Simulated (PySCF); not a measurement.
# H18LuN6 (Lu(NH3)63+): the cost of one run

Program: PySCF 2.14.0. Level of theory: B3LYP, Lu lcecp-1-SVP with ECP60, N def2-SVP, H def2-SVP; scalar-relativistic core potentials, no spin–orbit coupling. These are calculated values, not measurements.

2 further runs of the same task are left out: 2 for a known fault of the program.

**1. The system as given**

25 atoms, charge 3, spin multiplicity 1.

Bond lengths: Lu1–N2 2.479 Å, Lu1–N6 2.479 Å, Lu1–N10 2.478 Å, Lu1–N14 2.478 Å, Lu1–N18 2.478 Å, Lu1–N22 2.478 Å, N2–H3 1.031 Å, N2–H4 1.031 Å, N2–H5 1.031 Å, N6–H7 1.031 Å, N6–H8 1.031 Å, N6–H9 1.031 Å, N10–H11 1.032 Å, N10–H12 1.031 Å, N10–H13 1.031 Å, N14–H15 1.032 Å, N14–H16 1.032 Å, N14–H17 1.032 Å and more. Angles: N2–Lu1–N6 180.0°, N2–Lu1–N10 89.4°, N2–Lu1–N14 88.8°, N2–Lu1–N18 90.6°, N2–Lu1–N22 91.2°, N6–Lu1–N10 90.6°, N6–Lu1–N14 91.2°, N6–Lu1–N18 89.4°, N6–Lu1–N22 88.8°, N10–Lu1–N14 90.0°, N10–Lu1–N18 180.0°, N10–Lu1–N22 90.0°, N14–Lu1–N18 90.0°, N14–Lu1–N22 180.0°, N18–Lu1–N22 90.0°, Lu1–N2–H3 115.2°, Lu1–N2–H4 115.5°, Lu1–N2–H5 115.7° and more.

Coordinates:

```
Lu    0.0000    0.0000    0.0000
N     0.0233    0.0261    2.4786
H     0.8357    0.4972    2.9051
H    -0.7774    0.4992    2.9245
H     0.0276   -0.8985    2.9356
N    -0.0233   -0.0261   -2.4786
H     0.7774   -0.4992   -2.9245
H    -0.8357   -0.4972   -2.9051
H    -0.0276    0.8985   -2.9356
N     2.4784   -0.0015    0.0029
H     2.9171   -0.4730    0.8088
H     2.9269   -0.4602   -0.8046
H     2.9205    0.9304    0.0118
N    -0.0003    2.4781    0.0238
H     0.3811    2.9083    0.8803
H     0.5429    2.9341   -0.7253
H    -0.9284    2.9203   -0.0623
N    -2.4784    0.0015   -0.0029
H    -2.9269    0.4602    0.8046
H    -2.9171    0.4730   -0.8088
H    -2.9205   -0.9304   -0.0118
N     0.0003   -2.4781   -0.0238
H    -0.5429   -2.9341    0.7253
H    -0.3811   -2.9083   -0.8803
H     0.9284   -2.9203    0.0623
```

Formal oxidation states: Lu +3. Each metal's 14 4f electrons lie in its core potential, so multiplicities, spins and levels count the valence alone. An earlier session relaxed this geometry at B3LYP, Lu lcecp-1-SVP with ECP60, N def2-SVP, H def2-SVP (singlet, point group Ci).

Its energy there is -378.375893 Eh.

**2. Atoms moved at random, σ = 0.06 Å**

The input, run.py (the lines that set the calculation):

```python
mol = gto.M(atom='''
Lu     0.06572    -0.00455    -0.00534
N      0.02905     0.01665     2.55113
H      0.76846     0.48502     3.00526
H     -0.70952     0.48927     2.87365
H      0.04287    -0.87598     2.98657
N      0.00971    -0.03130    -2.54988
H      0.74045    -0.53600    -2.95227
H     -0.70646    -0.46935    -2.91953
H     -0.05949     0.88429    -2.85325
N      2.47604    -0.02045     0.05084
H      3.03594    -0.56173     0.80477
H      2.84836    -0.34393    -0.78275
H      2.82427     0.88155     0.02817
N     -0.03366     2.55874     0.10950
H      0.46284     2.99181     0.90029
H      0.58263     2.89006    -0.72466
H     -0.92715     2.99290    -0.04408
N     -2.51342    -0.00917     0.12783
H     -2.91258     0.45841     0.74064
H     -2.95874     0.48263    -0.87905
H     -3.00855    -1.03105    -0.01645
N      0.05759    -2.42887    -0.17989
H     -0.58822    -2.96226     0.70330
H     -0.38835    -2.93285    -0.97862
H      0.86220    -2.92384     0.00382''',
    basis={'Lu': 'lcecp-1-SVP', 'N': 'def2-SVP', 'H': 'def2-SVP'},
    ecp={'Lu': 'lcecp-1-SVP'},
    charge=3, spin=0)
mf = dft.RKS(mol, xc='B3LYP')
mf.grids.atom_grid = (50, 194)  # f atoms: unpruned, at least (60, 302)
mf = mf.density_fit()  # fitting sets: Lu AutoAux, N def2-universal-JKFIT, H def2-universal-JKFIT
mf.conv_tol = 1e-08; mf.max_cycle = 55
mf.kernel(dm0)  # dm0: the density of the relaxed state
```

Run with:

```bash
$ OMP_NUM_THREADS=4 python run.py
```

**Question.** How long does this run take on 4 threads of Arm Neoverse V2, shared host?

About 15 s.
